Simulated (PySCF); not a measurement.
# WOF₂: structure of the triplet

Aim: relax WOF₂ as a triplet from a T-shaped (ligand arrangement 1) start, check by its vibrations whether the end is a minimum, and collect its spectrum and constants.

The runs use PySCF 2.14.0; PBE0, basis W def2-TZVP with ECP60, O def2-TZVP, F def2-TZVP, scalar-relativistic core potentials, no spin–orbit coupling, density fitting.

## Step 1: Where the work starts

4 atoms, charge 0, spin multiplicity 3.

Bond lengths: W1–O2 1.770 Å, W1–F3 2.010 Å, W1–F4 2.010 Å. Angles: O2–W1–F3 88.0°, O2–W1–F4 176.0°, F3–W1–F4 88.0°.

Coordinates in bohr (charge 0 multiplicity 3):
```
W     0.0000    0.0000    0.0000
O    -3.3427    0.0000    0.1168
F     0.0000    0.0000    3.7983
F     3.7961    0.0000    0.1325
```

## Step 2: Finding the electronic state

One driver script runs all steps and calls PySCF; scf.py shows how it sets up the SCF of each step. The optimiser is the driver's own. After this first run the driver tries any further starts and a stability analysis.

File scf.py:

```python
from pyscf import gto, scf, dft
mol = gto.M(atom='''
W      0.000000     0.000000     0.000000
O     -1.768900     0.000000     0.061800
F      0.000000     0.000000     2.010000
F      2.008800     0.000000     0.070100''',
    basis={'W': 'def2-TZVP', 'O': 'def2-TZVP', 'F': 'def2-TZVP'},
    ecp={'W': 'def2-TZVP'},
    charge=0, spin=2)
mf = dft.UKS(mol, xc='PBE0')
mf.grids.atom_grid = (50, 194)
aux = {'W': 'def2-universal-JKFIT', 'O': 'def2-universal-JKFIT', 'F': 'def2-universal-JKFIT'}
mf = mf.density_fit(auxbasis=aux)
mf.conv_tol = 1e-08
mf.diis_space = 10
mf.max_cycle = 60
mf.init_guess = 'minao'
mf.verbose = 4
mf.kernel()
```

Launch:

```console
$ OMP_NUM_THREADS=4 python axn.py task.json out
```

Standard output:

```text
init E= -322.170136152396
[... the frontier-level lines of each cycle are left out ...]
cycle= 1 E= -341.2777949811  delta_E= -19.1  |g|= 1.22  |ddm|= 5.45
cycle= 2 E= -330.119989900583  delta_E= 11.2  |g|= 4.53  |ddm|= 3.35
cycle= 3 E= -341.787491833425  delta_E= -11.7  |g|= 0.544  |ddm|= 2.97
cycle= 4 E= -341.703382804438  delta_E= 0.0841  |g|= 0.741  |ddm|= 0.583
cycle= 5 E= -341.890111818838  delta_E= -0.187  |g|= 0.142  |ddm|= 0.316
cycle= 6 E= -341.89337204501  delta_E= -0.00326  |g|= 0.108  |ddm|= 0.105
cycle= 7 E= -341.897731274981  delta_E= -0.00436  |g|= 0.0296  |ddm|= 0.0443
cycle= 8 E= -341.89813911013  delta_E= -0.000408  |g|= 0.00533  |ddm|= 0.0184
cycle= 9 E= -341.898206678183  delta_E= -6.76e-05  |g|= 0.00302  |ddm|= 0.0109
cycle= 10 E= -341.898246105364  delta_E= -3.94e-05  |g|= 0.00165  |ddm|= 0.0112
cycle= 11 E= -341.898255053615  delta_E= -8.95e-06  |g|= 0.000645  |ddm|= 0.00649
cycle= 12 E= -341.898255808268  delta_E= -7.55e-07  |g|= 0.000274  |ddm|= 0.00156
cycle= 13 E= -341.898255986051  delta_E= -1.78e-07  |g|= 8.89e-05  |ddm|= 0.0009
cycle= 14 E= -341.898255997236  delta_E= -1.12e-08  |g|= 3.03e-05  |ddm|= 0.000202
cycle= 15 E= -341.898255998669  delta_E= -1.43e-09  |g|= 1.08e-05  |ddm|= 7.74e-05
Extra cycle  E= -341.898255998746  delta_E= -7.73e-11  |g|= 1.55e-05  |ddm|= 1.94e-05
converged SCF energy = -341.898255998746  <S^2> = 2.0412168  2S+1 = 3.0273532
```

This step, with its further starts and checks, needed 15 s of wall time on 4 threads of Arm Neoverse V2, shared host.

The starts that the driver tried:

| start | energy (Eh) |
| --- | --- |
| the minimal-basis guess | -341.898256 |
| a thermally smeared density | -341.898256 |
| a smeared PBE density | -341.898256 |

No lower solution of this spin turned up from the other starts or in the test of internal stability.

## Step 3: T-shaped (ligand arrangement 1) start, triplet: relaxation

The program finds Cs symmetry in the start, which this walk keeps. The walk stops when the largest gradient is under 0.0003 Eh/bohr and the energy has settled too.

Changes to scf.py since step 2:

```diff
@@ -3,4 +3,4 @@
-W      0.000000     0.000000     0.000000
-O     -1.768900     0.000000     0.061800
-F      0.000000     0.000000     2.010000
-F      2.008800     0.000000     0.070100''',
+W     -0.041483     0.000000    -0.170239
+O     -1.810383     0.000000    -0.108439
+F     -0.041483     0.000000     1.839761
+F      1.967317     0.000000    -0.100139''',
@@ -17 +16,0 @@
-mf.init_guess = 'minao'
```

Energy and gradient, step by step:

| step | energy (Eh) | change (kJ/mol) | largest symmetric gradient (Eh/bohr) |
| --- | --- | --- | --- |
| 0 | -341.898256 | 0.00 | 0.10362 |
| 1 | -341.929638 | -82.39 | 0.05006 |
| 2 | -341.942733 | -116.77 | 0.05085 |
| 3 | -341.953425 | -144.85 | 0.06185 |
| 4 | -341.963234 | -170.60 | 0.02776 |
| 5 | -341.967105 | -180.76 | 0.02100 |
| 6 | -341.967365 | -181.45 | 0.02245 |
| 7 | -341.968080 | -183.32 | 0.00454 |
| 8 | -341.968091 | -183.35 | 0.00092 |
| 9 | -341.968098 | -183.37 | 0.00051 |
| 10 | -341.968102 | -183.38 | 0.00060 |
| 11 | -341.968104 | -183.38 | 0.00023 |

The walk took 30 s.

After 11 steps and 183.4 kJ/mol it ends at C2v: W–F 1.880 Å (×2), W–O 1.682 Å; F–W–F 117.1°, F–W–O 121.3°, F–W–O 121.6°.

## Step 4: Vibrations and properties at this point

On the finer grid the gradient is checked again; gradients at displacements of ±0.02 bohr then give force constants and infrared intensities.

Changes to scf.py since step 3:

```diff
@@ -3,4 +3,4 @@
-W     -0.041483     0.000000    -0.170239
-O     -1.810383     0.000000    -0.108439
-F     -0.041483     0.000000     1.839761
-F      1.967317     0.000000    -0.100139''',
+W     -0.035775     0.000000    -0.021950
+O     -1.469646     0.000000    -0.901732
+F     -0.042522     0.000000     1.858868
+F      1.637945     0.000000    -0.879963''',
@@ -11 +11 @@
-mf.grids.atom_grid = (50, 194)
+mf.grids.atom_grid = (75, 302)
@@ -14 +14 @@
-mf.conv_tol = 1e-08
+mf.conv_tol = 1e-10
```

The driver hands on the density of the step before, so the log starts near convergence.

SCF at the final geometry:

```text
init E= -341.968190959248
[... the frontier-level lines of each cycle are left out ...]
cycle= 1 E= -341.968190959249  delta_E= -1.36e-12  |g|= 7.56e-07  |ddm|= 6.61e-07
Extra cycle  E= -341.96819095925  delta_E= -9.66e-13  |g|= 1.91e-06  |ddm|= 1.2e-06
converged SCF energy = -341.96819095925  <S^2> = 2.0166575  2S+1 = 3.0110845
```

The whole step took 58 s.

Geometry: C2v; W–F 1.881 Å (×2), W–O 1.682 Å; F–W–F 117.3°, F–W–O 121.3° (×2).

Harmonic modes (main isotopes):

| symmetry | ω (cm⁻¹) | IR (km/mol) | type |
| --- | --- | --- | --- |
| b1 | 145 | 14.4 | bend |
| a1 | 166 | 5.4 | bend |
| b2 | 189 | 15.3 | bend |
| b2 | 657 | 175 | stretch |
| a1 | 677 | 79.0 | stretch |
| a1 | 1065 | 134 | stretch |

No imaginary mode, so this is a minimum.

Properties at this point:

```
Dipole moment                                                   : 0.59 D
Highest occupied level                                          : -6.92 eV
Lowest empty level                                              : -3.46 eV
Rotational constants                                            : 0.2077, 0.1719, 0.09405 cm⁻¹
Zero-point energy                                               : 17.3 kJ/mol
Principal polarisabilities                                      : 35.3, 35.8, 40.6 bohr³
Atomisation energy without zero-point energy                    : 1804 kJ/mol
Principal traceless quadrupole moments about the centre of mass : -4.14, -3.83, 7.97 D Å
Entropy at 298.15 K and 1 bar (electronic part: spin only)      : 322.4 J/(mol K)
Heat capacity Cp at 298.15 K                                    : 65.7 J/(mol K)
Enthalpy at 298.15 K above 0 K                                  : 15.51 kJ/mol
Rotational symmetry number                                      : 2
Spin squared ⟨S²⟩                                               : 2.017
```

Populations by atom (charges in e):

| atom | Mulliken | Löwdin | polar tensor | spin (Mulliken) | Mayer order to W1 |
| --- | --- | --- | --- | --- | --- |
| W1 | 1.29 | 0.81 | 2.01 | 2.12 | – |
| O2 | -0.46 | -0.27 | -0.72 | -0.15 | 2.19 |
| F3,4 | -0.42 | -0.27 | -0.64 | 0.02 | 0.92 |

Mulliken populations on W1 (outside its core potential): s 2.54, p 6.27, d 3.76, f 0.14.

## Step 5: Outcome

| quantity | value |
| --- | --- |
| minimum | triplet, C2v |
| geometry | W–F 1.881 Å (×2), W–O 1.682 Å; F–W–F 117.3°, F–W–O 121.3° (×2) |
| wavenumbers (cm⁻¹) | 145 (b1), 166 (a1), 189 (b2), 657 (b2), 677 (a1), 1065 (a1) |
| dipole moment | 0.59 D |
| highest occupied, lowest empty level (either spin) | -6.92, -3.46 eV |
| polar-tensor charge of W1 | +2.01 e |
| zero-point energy | 17.3 kJ/mol |
| entropy at 298.15 K | 322.4 J/(mol K) |
| atomisation energy (no zero-point energy) | 1804 kJ/mol |
| ⟨S²⟩ | 2.017 |

What this shows: From Cs at the start the molecule goes to a C2v minimum. The strongest infrared band lies at 657 cm⁻¹ (b2, stretch). Most of the spin sits on W1 (Mulliken spin 2.12, against 2 for the whole molecule). Only this shape and spin were tried, so other structures or states may lie lower. Open d and f shells are described by one determinant, and the ground state may have another occupation or spin. Spin–orbit coupling, left out here, can matter for elements this heavy.

The search up to here took 1.7 min.
